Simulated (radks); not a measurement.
# The Coulomb parameter U of the 5d shell of Hf

Aim: U as the second difference [E(n + 0.25) + E(n − 0.25) − 2E(n)]/0.25², with all orbitals relaxed. Bare: the atom's charge changes with n. Screened: the 6s shell takes up the change. The start is a model configuration, not necessarily the ground state.

The numbers are computed with radks (a radial shooting solver on a logarithmic mesh, Libxc functionals) version 1 (Dirac Kohn-Sham, PBE, spin-unpolarised, spherical densities, finite nucleus; open shells are shared between the two j in proportion to 2j + 1), except any that are marked as measured or tabulated.

**1. What is computed**

* element: hafnium (Z = 72)
* charge: 0
* electrons: 72
* configuration: [Xe] 4f14 5d2.5 6s1.5
* nuclear rms radius: 5.347 fm

**2. Start: [Xe] 4f14 5d2.5 6s1.5**

Input:

```text
Z 72
configuration [Xe] 4f14 5d2.5 6s1.5
relativity Dirac
functional pbe,pbe
spin unpolarised
j_filling average
nucleus finite rms 5.347 fm
c 137.035999084
```

**3. Bare +0.25: [Xe] 4f14 5d2.75 6s1.5**

Settings, as their differences from step 2:

```diff
@@ -1,3 +1,3 @@
 Z 72
-configuration [Xe] 4f14 5d2.5 6s1.5
+configuration [Xe] 4f14 5d2.75 6s1.5
 relativity Dirac
```

**4. Bare -0.25: [Xe] 4f14 5d2.25 6s1.5**

Settings, as their differences from step 3:

```diff
@@ -1,3 +1,3 @@
 Z 72
-configuration [Xe] 4f14 5d2.75 6s1.5
+configuration [Xe] 4f14 5d2.25 6s1.5
 relativity Dirac
```

**5. Screened +0.25: [Xe] 4f14 5d2.75 6s1.25**

Settings, as their differences from step 4:

```diff
@@ -1,3 +1,3 @@
 Z 72
-configuration [Xe] 4f14 5d2.25 6s1.5
+configuration [Xe] 4f14 5d2.75 6s1.25
 relativity Dirac
```

**6. Screened -0.25: [Xe] 4f14 5d2.25 6s1.75**

Settings, as their differences from step 5:

```diff
@@ -1,3 +1,3 @@
 Z 72
-configuration [Xe] 4f14 5d2.75 6s1.25
+configuration [Xe] 4f14 5d2.25 6s1.75
 relativity Dirac
```

Before running it: what results should come out?

**Answer**, as computed:

```tsv
quantity	value (eV)
U, bare	6.282
U, screened by 6s	0.328
```

**Reading.** Letting 6s compensate leaves 5 % of the bare value; this second difference measures U(5d,5d) + U(6s,6s) − 2U(5d,6s). The step up makes a negative ion, whose loosely bound charge lowers the bare value. A solid screens further than the bare atom, so the bare value is an upper guide for the U of a crystal.
